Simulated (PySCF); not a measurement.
# C₆H₅BrN₂: magnetic properties

Aim: compute the magnetic properties of C₆H₅BrN₂ (`C=Cc1cnc(Br)nc1`).

Computed with PySCF 2.14.0 and routines of our own; the level stands in each step. Atoms count from 0.

### Step 1. The starting structure

14 atoms, charge 0, multiplicity 1; geometry from: GFN2-xTB.

### Step 2. Magnetic properties: GIAO B3LYP/pcSseg-1

What the job is given:

```
{"job": {"kind": "mag", "xc": "B3LYP", "basis": "pcSseg-1", "isotopologues": 0}, "charge": 0, "multiplicity": 1}
C      2.531722     0.230736     0.455049
C      1.594985    -0.017466    -0.452928
C      0.161579    -0.038930    -0.214770
C     -0.447696     0.203620     1.022595
N     -1.755849     0.172692     1.186762
C     -2.478390    -0.100195     0.121051
Br    -4.341966    -0.142602     0.362642
N     -2.038006    -0.346433    -1.093989
C     -0.729775    -0.315623    -1.259119
H      2.303881     0.445879     1.485038
H      3.575225     0.226437     0.191841
H      1.881663    -0.228324    -1.475743
H      0.122283     0.429736     1.912853
H     -0.380334    -0.519999    -2.263447
```

Method: GIAO B3LYP/pcSseg-1 magnetisability, rotational g tensor and spin-rotation constants, non-relativistic, gas phase.

Started as:

```
$ OMP_NUM_THREADS=1 python excited_run.py task.json out
```

The driver reads the jobs from task.json and runs them one after another.

Output:

```text
coarse grid: 61016 points
cycle   1  E = -2914.9226356751  dE =  4.657e-01  |g| = 8.781e-01  |ddm| = 3.978e+00
cycle   2  E = -2914.8421739742  dE =  8.046e-02  |g| = 8.917e-01  |ddm| = 1.279e+00
cycle   3  E = -2914.9787522285  dE = -1.366e-01  |g| = 2.888e-01  |ddm| = 8.690e-01
cycle   4  E = -2914.9971040079  dE = -1.835e-02  |g| = 7.715e-02  |ddm| = 2.661e-01
cycle   5  E = -2914.9981469332  dE = -1.043e-03  |g| = 2.944e-02  |ddm| = 8.836e-02
cycle   6  E = -2914.9983370337  dE = -1.901e-04  |g| = 7.331e-03  |ddm| = 3.227e-02
cycle   7  E = -2914.9983493885  dE = -1.235e-05  |g| = 2.561e-03  |ddm| = 1.152e-02
cycle   8  E = -2914.9983509144  dE = -1.526e-06  |g| = 9.909e-04  |ddm| = 3.110e-03
final grid: 129168 points
cycle   9  E = -2914.9983599997  dE =  4.834e-07  |g| = 1.756e-03  |ddm| = 2.857e-03
cycle  10  E = -2914.9983580021  dE =  1.998e-06  |g| = 3.315e-03  |ddm| = 4.231e-03
cycle  11  E = -2914.9983607463  dE = -2.744e-06  |g| = 2.899e-04  |ddm| = 2.913e-03
cycle  12  E = -2914.9983607657  dE = -1.941e-08  |g| = 4.209e-05  |ddm| = 3.258e-04
cycle  13  E = -2914.9983607661  dE = -4.206e-10  |g| = 8.630e-06  |ddm| = 4.505e-05
converged SCF energy = -2914.9983607661

Magnetisability tensor (1e-30 J/T^2)
    -1131.14       36.24      -14.94
       36.24    -1857.26      189.71
      -14.94      189.71    -1039.44
isotropic -1342.61   principal values   -1901.06  -1129.55   -997.23
isotropic susceptibility -80.854 1e-6 cm^3/mol

Inertial axes            a          b          c
rot. const./GHz      5.3513     0.4959     0.4539
chi total           -67.935    -60.143   -114.484
chi diamagnetic    -345.988  -2325.606  -2553.735
chi paramagnetic    278.053   2265.463   2439.251
quadrupole/D A       11.890     -4.259     -7.631
g nuclear            0.5785     0.5171     0.5223
g electronic        -0.6990    -0.5278    -0.5201
g total             -0.1205    -0.0108     0.0022

Spin-rotation constants (kHz, H = +C I.J)
atom  isotope        aa         bb         cc
  4    14N        1.432      0.118      0.014
  6   79Br        2.728      1.397      1.389
  7    14N        1.372      0.123      0.016
  9     1H       -0.424      0.039     -0.053
 10     1H        0.489     -0.051     -0.053
 11     1H       -0.337      0.034     -0.054
 12     1H       -0.246      0.034     -0.042
 13     1H       -0.383      0.043     -0.045
  0    13C*       2.236      0.187      0.056
  1    13C*       2.284      0.206      0.069
  2    13C*       2.704      0.184      0.046
  3    13C*       2.472      0.231      0.072
  5    13C*       2.831      0.183      0.130
* in the singly substituted isotopologue
```

Wall time 66 s (1 thread of Arm Neoverse N1, shared host); peak memory 1 GiB.

In short:

| quantity | value |
| --- | --- |
| magnetisability | -1343·10⁻³⁰ J/T² |
| molar susceptibility | -80.9·10⁻⁶ cm³/mol |
| rotational g (a, b, c) | -0.1205, -0.0108, 0.0022 |

### Step 3. Magnetic properties: common gauge origin BP86/ANO-RCC-VDZP, grid 1

Settings changed since step 2:

```diff
@@ -1,2 +1,2 @@
-{"job": {"kind": "mag", "xc": "B3LYP", "basis": "pcSseg-1", "isotopologues": 0}, "charge": 0, "multiplicity": 1}
+{"job": {"kind": "mag", "xc": "BP86", "basis": "ANO-RCC-VDZP", "grid": 1, "gauge": [0, 0, 0]}, "charge": 0, "multiplicity": 1}
 C      2.531722     0.230736     0.455049
```

Method: common gauge origin BP86/ANO-RCC-VDZP magnetisability, rotational g tensor and spin-rotation constants, non-relativistic, gas phase.

ANO-RCC is contracted for a relativistic Hamiltonian, so without one its core functions misfit and properties at heavier nuclei are off.

Output:

```text
final grid: 61016 points
cycle   1  E = -2893.7701525538  dE =  1.402e+00  |g| = 5.789e-01  |ddm| = 5.793e+00
cycle   2  E = -2893.5632491781  dE =  2.069e-01  |g| = 1.052e+00  |ddm| = 1.825e+00
cycle   3  E = -2893.8426912148  dE = -2.794e-01  |g| = 1.943e-01  |ddm| = 1.424e+00
cycle   4  E = -2893.8512292148  dE = -8.538e-03  |g| = 9.930e-02  |ddm| = 3.564e-01
cycle   5  E = -2893.8537500345  dE = -2.521e-03  |g| = 3.497e-02  |ddm| = 1.428e-01
cycle   6  E = -2893.8540147792  dE = -2.647e-04  |g| = 1.084e-02  |ddm| = 4.315e-02
cycle   7  E = -2893.8540449129  dE = -3.013e-05  |g| = 5.338e-03  |ddm| = 2.059e-02
cycle   8  E = -2893.8540516340  dE = -6.721e-06  |g| = 1.730e-03  |ddm| = 7.301e-03
cycle   9  E = -2893.8540524278  dE = -7.938e-07  |g| = 3.330e-04  |ddm| = 2.347e-03
cycle  10  E = -2893.8540524571  dE = -2.927e-08  |g| = 1.361e-04  |ddm| = 5.869e-04
cycle  11  E = -2893.8540524602  dE = -3.119e-09  |g| = 7.735e-05  |ddm| = 1.961e-04
cycle  12  E = -2893.8540524613  dE = -1.115e-09  |g| = 3.630e-05  |ddm| = 1.112e-04
cycle  13  E = -2893.8540524617  dE = -3.406e-10  |g| = 9.898e-06  |ddm| = 4.591e-05
converged SCF energy = -2893.8540524617

Magnetisability tensor (1e-30 J/T^2)
    -2080.07      534.33    -1204.14
      534.33   -17626.54       23.34
    -1204.14       23.34   -17277.07
isotropic -12327.90   principal values  -17659.32 -17357.11  -1967.26
isotropic susceptibility -742.403 1e-6 cm^3/mol

Inertial axes            a          b          c
rot. const./GHz      5.3513     0.4959     0.4539
chi total          -118.683  -1045.058  -1063.469
chi diamagnetic    -344.311  -2324.422  -2552.663
chi paramagnetic    225.628   1279.364   1489.195
quadrupole/D A       11.268     -4.043     -7.225
g nuclear            0.5785     0.5171     0.5223
g electronic        -0.5672    -0.2981    -0.3175
g total              0.0113     0.2190     0.2047

Spin-rotation constants (kHz, H = +C I.J)
atom  isotope        aa         bb         cc
  4    14N        1.328      0.078     -0.014
  6   79Br        3.325      1.669      1.784
  7    14N        1.262      0.084     -0.010
  9     1H       -0.158     -0.030     -0.099
 10     1H        0.365      0.248      0.169
 11     1H       -0.294      0.066     -0.040
 12     1H        0.219     -0.094     -0.112
 13     1H        0.415     -0.077     -0.091
  0    13C*       2.037      0.192      0.053
  1    13C*       2.041      0.172      0.040
  2    13C*       2.351      0.116     -0.021
  3    13C*       2.192      0.150      0.007
  5    13C*       2.440     -0.045     -0.081
* in the singly substituted isotopologue
```

Run time: 2.2 min. Hardware: 1 thread of Arm Neoverse N1, shared host; peak memory 0.75 GiB.

It converged, yet the result is unsound: a common gauge origin replaces GIAOs, so the magnetic properties depend on where the origin lies.

### Step 4. Outcome

| quantity | value |
| --- | --- |
| magnetisability (step 2, GIAO B3LYP/pcSseg-1) | -1343·10⁻³⁰ J/T² |
| molar susceptibility (step 2, GIAO B3LYP/pcSseg-1) | -80.9·10⁻⁶ cm³/mol |
| rotational g (a, b, c) (step 2, GIAO B3LYP/pcSseg-1) | -0.1205, -0.0108, 0.0022 |
| runs | 0 failed, 1 ended on unsound input |

**Reading.** Steps that list no spin-orbit terms leave them out, which matters at and beside the heavy atoms. Vibrational averaging and real surroundings are missing from these values.
